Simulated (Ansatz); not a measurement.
# Y (sc type): a single-point run

Aim: a sound single-point run of Y (sc type).

Computed with Ansatz 0.2.0 (DFT, PBEsol, PAW with Ansatz's default frozen-core files, scalar-relativistic, unless a step's input says otherwise).

### 1 The structure to begin with

The structure is cubic, space group Pm-3m (No. 221). Conventional cell: a = 2.691 Å, b = 2.691 Å, c = 2.691 Å, α = 90.00°, β = 90.00°, γ = 90.00°. Y (site symmetry m-3m) is surrounded by 6 Y at 2.69 Å.

Structure file:

```cif
data_structure
_symmetry_space_group_name_H-M 'Pm-3m'
_symmetry_Int_Tables_number 221
_cell_length_a 2.6914
_cell_length_b 2.6914
_cell_length_c 2.6914
_cell_angle_alpha 90.000
_cell_angle_beta 90.000
_cell_angle_gamma 90.000
_cell_volume 19.50
loop_
_atom_site_label
_atom_site_type_symbol
_atom_site_symmetry_multiplicity
_atom_site_Wyckoff_symbol
_atom_site_fract_x
_atom_site_fract_y
_atom_site_fract_z
_atom_site_occupancy
Y1 Y 1 a 0.00000 0.00000 0.00000 1
```

### 2 Input and run

input.yaml

```yaml
crystal:
  lattice:
    - [2.6914467593, 0.0, 0.0]
    - [0.0, 2.6914467593, 0.0]
    - [0.0, 0.0, 2.6914467593]
  atoms:
    - { symbol: "Y", position: [0.0, 0.0, 0.0] }
kpoints:
  mp_grid: { grid: [12, 12, 12] }
scf:
  occupations: { method: fermi_dirac, width: 0.08 }
  mixing: { algorithm: broyden, beta: 1.0, ndim: 1, preconditioner: none }
  max_iter: 100
hamiltonian:
  xc: pbesol
  pseudopotentials: { kind: paw }
output:
  forces: true
  stress: true
  eigenvalues: true
  populations: true
```

Launch:

```sh
> ansatz run input.yaml --threads 1 --pin off --max-ram 2048MiB --backend cpu --events-out ev --progress --plain --runs-dir out
```

**Question.** How will this run end, and is anything wrong with its input?

The program finished normally. It gives a pressure of 37 GPa, which is large; a structure far from rest gives such values too, whatever the setting.

The suspect setting: scf.mixing.algorithm is broyden; scf.mixing.beta is 1.0; scf.mixing.ndim is 1; scf.mixing.preconditioner is none. What could go wrong: mixing too aggressive. Here it converged all the same; such a setting changes the road, not the converged state. Several mixing settings were changed at once, so this run can't tell how much each is to blame.

Run again and compare: delete scf.mixing.algorithm, scf.mixing.beta, scf.mixing.ndim and scf.mixing.preconditioner (the default then holds).
